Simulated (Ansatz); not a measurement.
# Alloy of BeS and BeSe (26 of 32 S sites exchanged), 64 atoms

How does this alloy cell relax, and what gap do PBEsol and HSE06 give?

Program: Ansatz 0.2.0, PAW, plane waves. These are calculated values, not measurements.

### 1 The system as built

64 atoms (32 Be, 26 Se, 6 S); a = 10.147 Å, b = 10.147 Å, c = 10.147 Å, α = 90.00°, β = 90.00°, γ = 90.00°. All atoms were shaken off their sites by about 0.02 Å along each axis.

Steps to follow: (2) PBEsol cell relaxation at the single k point (¼, ¼, ¼), on 1 × NVIDIA GB200 with 8 threads of Arm Neoverse-V2; (3) HSE06 single point at the Γ point alone, on 1 × NVIDIA GB200 with 8 threads of Arm Neoverse-V2.

### 2 Relaxing cell and atoms with PBEsol

Contents of in.yaml:

```yaml
crystal:
  lattice:
    - [10.147130, 0.000000, 0.000000]
    - [0.000000, 10.147130, 0.000000]
    - [0.000000, 0.000000, 10.147130]
  atoms:
    - { symbol: Be, position: [0.999765, 0.998032, 0.000395] }
    - { symbol: Be, position: [0.000352, 0.999139, 0.501474] }
    - { symbol: Be, position: [0.999556, 0.503033, 0.001220] }
    - { symbol: Be, position: [0.996878, 0.501759, 0.501144] }
    - { symbol: Be, position: [0.498425, 0.001207, 0.998624] }
    - { symbol: Be, position: [0.501185, 0.000857, 0.501837] }
    - { symbol: Be, position: [0.496461, 0.498131, 0.997410] }
    - { symbol: Be, position: [0.500846, 0.499582, 0.500259] }
    - { symbol: Be, position: [0.249143, 0.255132, 0.999643] }
    - { symbol: Be, position: [0.248849, 0.247721, 0.500832] }
    - { symbol: Be, position: [0.249293, 0.750275, 0.997882] }
    - { symbol: Be, position: [0.250910, 0.749686, 0.500501] }
    - { symbol: Be, position: [0.748597, 0.253320, 0.998098] }
    - { symbol: Be, position: [0.749032, 0.248515, 0.500215] }
    - { symbol: Be, position: [0.748420, 0.751778, 0.998373] }
    - { symbol: Be, position: [0.750966, 0.747419, 0.503283] }
    - { symbol: Be, position: [0.250282, 0.998011, 0.255107] }
    - { symbol: Be, position: [0.250477, 0.999200, 0.750385] }
    - { symbol: Be, position: [0.251016, 0.498692, 0.252931] }
    - { symbol: Be, position: [0.252825, 0.500130, 0.752207] }
    - { symbol: Be, position: [0.748539, 0.003464, 0.246792] }
    - { symbol: Be, position: [0.749381, 0.003333, 0.752304] }
    - { symbol: Be, position: [0.748205, 0.504698, 0.249201] }
    - { symbol: Be, position: [0.748629, 0.502064, 0.748508] }
    - { symbol: Be, position: [0.997395, 0.250898, 0.248014] }
    - { symbol: Be, position: [0.996408, 0.249877, 0.750447] }
    - { symbol: Be, position: [0.996517, 0.752227, 0.247445] }
    - { symbol: Be, position: [0.999406, 0.749041, 0.746383] }
    - { symbol: Be, position: [0.500776, 0.250123, 0.250350] }
    - { symbol: Be, position: [0.500736, 0.250228, 0.746995] }
    - { symbol: Be, position: [0.499820, 0.750030, 0.250783] }
    - { symbol: Be, position: [0.499753, 0.749936, 0.748846] }
    - { symbol: Se, position: [0.124949, 0.123860, 0.122722] }
    - { symbol: Se, position: [0.124567, 0.127295, 0.624931] }
    - { symbol: Se, position: [0.125147, 0.621007, 0.626392] }
    - { symbol: Se, position: [0.622416, 0.124650, 0.626741] }
    - { symbol: Se, position: [0.627285, 0.625942, 0.125814] }
    - { symbol: Se, position: [0.622327, 0.622950, 0.623968] }
    - { symbol: Se, position: [0.374388, 0.373314, 0.624148] }
    - { symbol: Se, position: [0.377380, 0.872158, 0.124614] }
    - { symbol: Se, position: [0.374313, 0.875275, 0.626136] }
    - { symbol: Se, position: [0.875264, 0.374626, 0.127784] }
    - { symbol: Se, position: [0.876147, 0.373586, 0.626070] }
    - { symbol: Se, position: [0.875187, 0.874846, 0.124901] }
    - { symbol: Se, position: [0.872517, 0.876823, 0.624692] }
    - { symbol: Se, position: [0.371147, 0.125800, 0.378113] }
    - { symbol: Se, position: [0.372805, 0.621245, 0.373149] }
    - { symbol: Se, position: [0.375540, 0.626473, 0.875208] }
    - { symbol: Se, position: [0.876229, 0.126185, 0.377845] }
    - { symbol: Se, position: [0.874306, 0.124482, 0.878396] }
    - { symbol: Se, position: [0.876943, 0.621970, 0.375014] }
    - { symbol: Se, position: [0.873483, 0.622929, 0.874956] }
    - { symbol: Se, position: [0.123723, 0.374291, 0.372270] }
    - { symbol: Se, position: [0.129919, 0.375962, 0.876880] }
    - { symbol: Se, position: [0.626196, 0.374709, 0.374141] }
    - { symbol: Se, position: [0.627718, 0.377122, 0.870976] }
    - { symbol: Se, position: [0.627574, 0.871921, 0.374974] }
    - { symbol: Se, position: [0.624741, 0.872735, 0.874345] }
    - { symbol: S, position: [0.124868, 0.625538, 0.127361] }
    - { symbol: S, position: [0.622998, 0.123905, 0.125101] }
    - { symbol: S, position: [0.372686, 0.373868, 0.123942] }
    - { symbol: S, position: [0.373645, 0.121085, 0.876321] }
    - { symbol: S, position: [0.122185, 0.870538, 0.376261] }
    - { symbol: S, position: [0.123643, 0.874131, 0.874885] }
  symmetry: { detect: false }
kpoints:
  mp_grid: { grid: [1, 1, 1], shift: [0.25, 0.25, 0.25] }
hamiltonian:
  xc: pbesol
scf:
  occupations: { method: fermi_dirac, width: 0.01 }
relax:
  f_tol: 0.03
  max_steps: 80
  escape_saddle: false
  adjacent_minimum: "off"
  cell: { fix: [shape] }
output:
  forces: true
  eigenvalues: true
  populations: true
```

Launch:

```sh
$ ansatz run in.yaml --threads 8 --pin off --max-ram 118750MiB --runs-dir r --events-out ev --progress --plain --backend cuda --devices 0, --max-vram 170GiB
```

After this run come: Single point with HSE06.

Q: Predict the outcome of this session. Wanted: for each run, top filled to lowest empty.

**Answer**, as computed:

```
             level         time   k points  top filled to lowest empty (eV)
PBEsol, relaxation  4.5 s (GPU)  (¼, ¼, ¼)                             3.26
             HSE06   14 s (GPU)          Γ                             3.43
```

| quantity | value |
| --- | --- |
| relaxation | 5 recorded steps, 1.06 eV gained |
| largest shift | 0.14 Å (Be19) |
| relaxed cell | a = 10.149 Å, b = 10.149 Å, c = 10.149 Å, α = 90.00°, β = 90.00°, γ = 90.00° |
| mean bonds | Be–S 2.125, Be–Se 2.215 Å |

**Reading.** The relaxation lowers the energy by 1.06 eV; the largest shift is 0.14 Å (Be19), while the volume changes by +0.0 %. The mean lengths of the listed bonds run from Be–S 2.13 Å to Be–Se 2.21 Å. Rows on different k points differ by sampling as well as by level. No spin–orbit coupling is included; with elements this heavy it would shift the edges. With one k point the spacing samples only the states that fold onto it, so it can exceed the gap over the zone.
